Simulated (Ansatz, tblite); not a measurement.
**SiEt(NMe2)3 (C₈H₂₃N₃Si): rung by rung**

The task here is to estimate one member of a computed series from the others.

Program: Ansatz 0.2.0, Gaussian basis. Level of theory: as each input shows. These are calculated values, not measurements.

Levels to be run: GFN1-xTB, GFN2-xTB, PBE-D4/def2-TZVP, r2SCAN-D4/def2-TZVP, B3LYP-D4/def2-TZVP, ωB97X-V/def2-TZVP, revPBE-D4/def2-TZVP, PBE-D4/def2-SVP, PBE0-D4/def2-SVP, HF/STO-3G, HF/6-31G, B3LYP-D4/6-31G, CCSD(T)/def2-SVP, MP2/def2-TZVP, RPA/def2-TZVP.

## The structure

The geometry is that of the singlet, from an earlier relaxation (PBE-D4/def2-SVP).

35 atoms, charge 0, spin multiplicity 1.

Bond lengths: Si1–C2 1.903 Å, Si1–N9 1.759 Å, Si1–N18 1.755 Å, Si1–N27 1.756 Å, C2–C3 1.537 Å, C2–H4 1.113 Å, C2–H5 1.112 Å, C3–H6 1.110 Å, C3–H7 1.110 Å, C3–H8 1.109 Å, N9–C10 1.448 Å, N9–C11 1.446 Å, C10–H12 1.120 Å, C10–H13 1.109 Å, C10–H14 1.118 Å, C11–H15 1.108 Å, C11–H16 1.118 Å, C11–H17 1.120 Å and more. Angles: C2–Si1–N9 112.0°, C2–Si1–N18 109.2°, C2–Si1–N27 109.0°, N9–Si1–N18 105.2°, N9–Si1–N27 109.5°, N18–Si1–N27 112.0°, Si1–C2–C3 114.2°, Si1–C2–H4 110.1°, Si1–C2–H5 106.4°, C3–C2–H4 110.7°, C3–C2–H5 109.5°, H4–C2–H5 105.5°, C2–C3–H6 111.9°, C2–C3–H7 112.2°, C2–C3–H8 111.4°, H6–C3–H7 107.0°, H6–C3–H8 107.4°, H7–C3–H8 106.5° and more.

As a file:

```
Si   -0.1522    0.0979    0.2053
C    -0.0722    0.0906    2.1063
C     1.1337   -0.6682    2.6838
H    -1.0234   -0.3030    2.5282
H    -0.0262    1.1562    2.4220
H     1.1693   -0.6085    3.7918
H     1.1193   -1.7457    2.4165
H     2.0909   -0.2609    2.2984
N     1.4501    0.1282   -0.5208
C     2.3474    1.2425   -0.2967
C     2.0792   -1.0328   -1.1095
H     3.1935    0.9848    0.3901
H     1.7984    2.0968    0.1497
H     2.8072    1.6043   -1.2491
H     1.3376   -1.8448   -1.2430
H     2.5154   -0.8026   -2.1130
H     2.9142   -1.4368   -0.4820
N    -0.9288    1.5763   -0.3333
C    -2.0944    2.0995    0.3475
C    -0.6726    2.1997   -1.6144
H    -2.0015    3.1957    0.5418
H    -2.2404    1.6016    1.3270
H    -3.0359    1.9542   -0.2395
H     0.2039    1.7260   -2.0982
H    -1.5410    2.1106   -2.3154
H    -0.4602    3.2917   -1.5078
N    -1.0145   -1.3330   -0.3363
C    -1.0668   -2.5867    0.3827
C    -1.5265   -1.4101   -1.6893
H    -2.1045   -2.9994    0.4014
H    -0.7463   -2.4570    1.4347
H    -0.4156   -3.3796   -0.0676
H    -1.5432   -0.4054   -2.1562
H    -0.9212   -2.0802   -2.3519
H    -2.5721   -1.8019   -1.7033
```

PBE0-D4/def2-TZVP was run before; its log isn't repeated, and its numbers join the tables.

The first run:

Tight binding, by tblite at 300 K electronic temperature and without a spin-polarisation term:

```python
tblite.interface.Calculator('GFN1-xTB', numbers, positions, charge=0, uhf=0).singlepoint()
```

Tight binding, by tblite at 300 K electronic temperature and without a spin-polarisation term:

```python
tblite.interface.Calculator('GFN2-xTB', numbers, positions, charge=0, uhf=0).singlepoint()
```

start.molden holds the orbitals of an earlier run on this state, given as this run's starting guess.

in.yaml reads:

```yaml
crystal:
  periodic: [false, false, false]
  atoms:
    - {symbol: Si, position_ang: [-0.152207, 0.097871, 0.205335]}
    - {symbol: C, position_ang: [-0.072226, 0.090611, 2.106330]}
    - {symbol: C, position_ang: [1.133687, -0.668193, 2.683788]}
    - {symbol: H, position_ang: [-1.023429, -0.302982, 2.528183]}
    - {symbol: H, position_ang: [-0.026169, 1.156206, 2.421979]}
    - {symbol: H, position_ang: [1.169282, -0.608547, 3.791831]}
    - {symbol: H, position_ang: [1.119306, -1.745750, 2.416471]}
    - {symbol: H, position_ang: [2.090918, -0.260934, 2.298400]}
    - {symbol: N, position_ang: [1.450065, 0.128155, -0.520758]}
    - {symbol: C, position_ang: [2.347362, 1.242467, -0.296691]}
    - {symbol: C, position_ang: [2.079194, -1.032819, -1.109548]}
    - {symbol: H, position_ang: [3.193490, 0.984793, 0.390058]}
    - {symbol: H, position_ang: [1.798355, 2.096810, 0.149651]}
    - {symbol: H, position_ang: [2.807161, 1.604333, -1.249054]}
    - {symbol: H, position_ang: [1.337600, -1.844778, -1.242968]}
    - {symbol: H, position_ang: [2.515365, -0.802587, -2.113000]}
    - {symbol: H, position_ang: [2.914213, -1.436791, -0.481951]}
    - {symbol: N, position_ang: [-0.928801, 1.576339, -0.333346]}
    - {symbol: C, position_ang: [-2.094433, 2.099485, 0.347521]}
    - {symbol: C, position_ang: [-0.672648, 2.199739, -1.614435]}
    - {symbol: H, position_ang: [-2.001453, 3.195710, 0.541779]}
    - {symbol: H, position_ang: [-2.240374, 1.601607, 1.327034]}
    - {symbol: H, position_ang: [-3.035908, 1.954241, -0.239486]}
    - {symbol: H, position_ang: [0.203863, 1.726041, -2.098171]}
    - {symbol: H, position_ang: [-1.541040, 2.110627, -2.315418]}
    - {symbol: H, position_ang: [-0.460216, 3.291696, -1.507806]}
    - {symbol: N, position_ang: [-1.014504, -1.332988, -0.336345]}
    - {symbol: C, position_ang: [-1.066837, -2.586710, 0.382729]}
    - {symbol: C, position_ang: [-1.526548, -1.410130, -1.689277]}
    - {symbol: H, position_ang: [-2.104545, -2.999446, 0.401387]}
    - {symbol: H, position_ang: [-0.746280, -2.456991, 1.434750]}
    - {symbol: H, position_ang: [-0.415615, -3.379623, -0.067563]}
    - {symbol: H, position_ang: [-1.543241, -0.405383, -2.156168]}
    - {symbol: H, position_ang: [-0.921235, -2.080177, -2.351948]}
    - {symbol: H, position_ang: [-2.572139, -1.801893, -1.703303]}
basis:
  gaussian: {orbitals: def2-TZVP, fitting: {mean_field: def2-universal-jkfit}, initial_orbitals: start.molden}
hamiltonian: {xc: pbe, dispersion: d4}
scf: {omitted_lower_state_checks: [starts]}
output: {forces: true, orbitals: {seedname: orbitals}}
```

On the command line:

```
ansatz run in.yaml --threads 2 --pin off --events-out ev --progress --plain --max-ram 22528MiB --backend cuda --devices 0, --max-vram 18GiB
```

Steps of the session up to this table: PBE-D4/def2-TZVP; r2SCAN-D4/def2-TZVP; B3LYP-D4/def2-TZVP; ωB97X-V/def2-TZVP; revPBE-D4/def2-TZVP; PBE-D4/def2-SVP; PBE0-D4/def2-SVP; HF/STO-3G; HF/6-31G; B3LYP-D4/6-31G; CCSD(T)/def2-SVP; MP2/def2-TZVP; RPA/def2-TZVP.

One of the session's tables, all rows but one given; the rest of the session is left out.

It belongs to the step «Binding energy». 

| method | binding an atom (eV) |
| --- | --- |
| HF/STO-3G | 3.586 |
| HF/6-31G | 2.729 |
| HF/def2-SVP | 2.963 |
| HF/def2-TZVP | 2.914 |
| PBE-D4/def2-SVP | 4.106 |
| PBE-D4/def2-TZVP | 4.075 |
| revPBE-D4/def2-TZVP | 3.992 |
| r2SCAN-D4/def2-TZVP | 3.993 |
| B3LYP-D4/6-31G | 3.894 |
| B3LYP-D4/def2-TZVP | 4.009 |
| PBE0-D4/def2-SVP | 4.052 |
| PBE0-D4/def2-TZVP | 4.017 |
| ωB97X-V/def2-TZVP | 4.011 |
| MP2/def2-SVP | 3.831 |
| MP2/def2-TZVP | ? |
| CCSD/def2-SVP | 3.777 |
| CCSD(T)/def2-SVP | 3.814 |

Q: Estimate the row for MP2/def2-TZVP from the others.

As computed: binding an atom (eV): 3.885. In the column «binding an atom (eV)» it lies between MP2/def2-SVP (3.831) and B3LYP-D4/6-31G (3.894).

To keep in mind: Free atoms were run apart at each level; binding is atoms less cluster, divided by the number of atoms, without zero-point or spin-orbit terms.
